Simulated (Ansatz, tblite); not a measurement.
# WS$_{2}$ with GFN1-xTB from a Python script

These are simulated results from tblite 0.8.0, not measurements. The cell began as a database structure and was relaxed with r2SCAN+rVV10 in plane waves (Ansatz 0.2.0). All runs are without spin polarisation.

It is hexagonal, P6_3/mmc (No. 194); a = 3.170 Å, c = 12.491 Å in the conventional setting, 18.12 Å³ an atom. W is surrounded by 6 S at 2.41 Å; S is surrounded by 3 W at 2.41 Å.

tblite solves periodic systems at the zone centre alone, so the script builds a cluster of 3×3×1 conventional cells (54 atoms), which folds in a coarse mesh of k points.

The script, run.py:

```python
import json
from ase import Atoms
from ase.build import make_supercell
from ase.units import Bohr, GPa, Hartree
from tblite.interface import Calculator

atoms = Atoms(['W', 'W', 'S', 'S', 'S', 'S'],
              cell=[[3.16993622, 0.0, 0.0], [-1.58496811, 2.74524529, 0.0], [0.0, 0.0, 12.49122526]],
              scaled_positions=[[0.333333333, 0.666666667, 0.7498956], [0.666666667, 0.333333333, 0.2501044], [0.333333333, 0.666666667, 0.124998342], [0.666666667, 0.333333333, 0.624789126], [0.333333333, 0.666666667, 0.375210874], [0.666666667, 0.333333333, 0.875001658]],
              pbc=True)
cluster = make_supercell(atoms, [[3, 0, 0], [0, 3, 0], [0, 0, 1]])
calc = Calculator('GFN1-xTB', cluster.numbers, cluster.positions / Bohr, lattice=cluster.cell[:] / Bohr, periodic=cluster.pbc)
calc.set('temperature', 0.02 / Hartree)
calc.set('max-iter', 150)
res = calc.singlepoint()
levels = res.get('orbital-energies') * Hartree
nv = round(res.get('orbital-occupations').sum() / 2)
cells = len(cluster) // len(atoms)
out = {'energy_per_cell': res.get('energy') * Hartree / cells, 'homo': levels[nv - 1], 'lumo': levels[nv],
       'stress': (-res.get('virial') * Hartree / cluster.get_volume() / GPa).tolist(), 'charges': res.get('charges')[:len(atoms)].tolist(), 'electrons': 2 * nv / cells}
json.dump(out, open('results.json', 'w'))
for key, value in out.items():
    print(key, value)
```

Command: `python run.py`. It took 3.7 s on 1 thread of Arm Neoverse V2, on a shared host, peak memory 0.12 GiB.

Output:

```
------------------------------------------------------------
  cycle        total energy    energy error   density error
------------------------------------------------------------
      1     -173.5172145744  -1.7366586E+02   7.7035647E-01
      2     -168.5177014890   4.9995131E+00   9.2126907E-01
      3     -177.0832457508  -8.5655443E+00   3.5175576E-01
      4     -177.0743340740   8.9116768E-03   3.2087964E-02
      5     -177.0839429999  -9.6089259E-03   1.2246710E-02
      6     -177.0849829778  -1.0399779E-03   1.3365180E-03
      7     -177.0851212115  -1.3823371E-04   3.5552864E-04
      8     -177.0851275019  -6.2903987E-06   6.7210374E-05
      9     -177.0851275908  -8.8967568E-08   4.5743212E-05
     10     -177.0851276051  -1.4243483E-08   1.1242113E-05
------------------------------------------------------------

 total:                                   3.079 sec
energy_per_cell -535.414640715107
homo -9.795355682267742
lumo -7.461361997078931
stress [[2.858315396385068, 9.299408023247207e-06, 6.097387923478291e-07], [9.29940802345838e-06, 2.858326541307837, -3.52028828065212e-07], [6.097387922863854e-07, -3.520288286068902e-07, -1.6068957068984613]]
charges [0.3798730718139325, 0.37987307181470464, -0.18994069012411036, -0.18993402921301047, -0.18993402921362662, -0.18994069012362796]
electrons 36.0
```

The cycle table is in hartree for the whole cluster, and the lines after it are in eV (the energy for one cell). The printed stress is in GPa and positive in compression, and the pressure is its mean diagonal.

GFN1-xTB gives a gap of 2.33 eV. On the same cell, plane-wave PBE (Ansatz, 12×12×2 k points and the special points) gives a gap of 1.04 eV and r2SCAN a gap of 1.15 eV; on shared hosts these took about 8.6 and 22 core-seconds on the 6-atom cell, against 3.7 for the script. Spin-orbit coupling, left out in all these runs, can cut or reorder the gap by tenths of an eV, up to about 1 eV with Pb or Bi. xTB was fitted to molecules, so gaps, charges and pressures of solids can be far off, and the gap also depends on the size of the cluster.

The same script was run on cells scaled at fixed shape and fractional coordinates:

| volume (Å³/atom) | energy (meV/atom) | pressure (GPa, positive in compression) | gap (eV) |
| --- | --- | --- | --- |
| 15.94 | 183.4 | 29.40 | 2.87 |
| 17.03 | 44.9 | 12.57 | 2.58 |
| 18.12 | 0.0 | 1.37 | 2.33 |
| 19.20 | 18.2 | -6.25 | 2.11 |
| 20.29 | 79.5 | -11.52 | 1.90 |

A Birch-Murnaghan fit puts the minimum at 18.28 Å³/atom, 0.9 % above the given cell, with a bulk modulus of 146 GPa at fixed shape.

xTB was fitted mostly to molecules, and a small cluster samples few k points, so gaps, pressures and kinks along a curve can be far from a solid's.

No spin-orbit coupling is included; it can move band edges with weight on the heavy atoms by tenths of an eV.
